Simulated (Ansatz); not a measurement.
Predict the output of the script below (Ansatz's Python interface).

Contents of `rbba3.extxyz`:
```text
4
Lattice="0.0 5.181155 5.181155 5.181155 0.0 5.181155 5.181155 5.181155 0.0" Properties=species:S:1:pos:R:3 pbc="T T T"
Rb    0.00000000    0.00000000    0.00000000
Ba    2.59057750    2.59057750    2.59057750
Ba    7.77173250    7.77173250    7.77173250
Ba    5.18115500    5.18115500    5.18115500
```

`fold_rbba3.py`:
```python
# -*- coding: utf-8 -*-
"""A supercell of RbBa3 must give the energy of the small cell."""

import ansatz as az
from tabulate import tabulate


def main():
    system = az.Crystal.from_extxyz("rbba3.extxyz")

    # the mesh shrinks as the cell grows, so that all cells sample the same points
    mesh = (4, 4, 4)
    rows = []
    for repeats in [(1, 1, 1), (2, 1, 1)]:
        model = (
            system.supercell(*repeats).calculation()
            .functional("lda")
            .occupations("gaussian", width=0.1)
            .kpoints(*(k // n for k, n in zip(mesh, repeats)))
        )
        summary = model.run(threads=1, backend="cpu").report
        n = len(summary["lattice"]["sites"])
        rows.append((repeats, n, summary["free_energy_ev"] / n, summary["fermi_energy_ev"], summary["n_kpoints"], summary["n_symmetry_ops"]))
    print(tabulate(rows, headers=["repeats", "atoms", "F/atom eV", "Fermi level eV", "k-points", "symmetry operations"], floatfmt=".4f", tablefmt="plain"))


if __name__ == "__main__":
    main()
```

```console
$ python fold_rbba3.py
DeckWarning: basis.ecutwfc = 420 eV, auto-derived from the records' recommended cutoffs: set by Rb (normal level)
repeats      atoms    F/atom eV    Fermi level eV    k-points    symmetry operations
(1, 1, 1)        4   -5127.1940            4.3375           8                     48
(2, 1, 1)        8   -5127.1940            4.3374           8                     24
```
(Warnings from the package without file and line.)

What to keep in mind:
- Absolute energies stand on the zero of these potentials, so only differences at equal settings mean something.
- The mesh is modest for a metal, so energies can be off by several to tens of meV an atom and pressures by half a GPa or more; differences at equal mesh fare better.
- This cell is a computed structure, which may not be the phase found in nature.
- The count of operations in a supercell holds its pure translations too, and an uneven repeat can lower the point group.
- Finished in 15 s on 1 thread of Intel(R) Xeon(R) Platinum 8488C (Sapphire Rapids) (shared host), peak memory 0.69 GiB.

(A comment or docstring line of the script was reworded after the run, the code is as it ran; lines on the test bed's own set-up are left out of the output.)
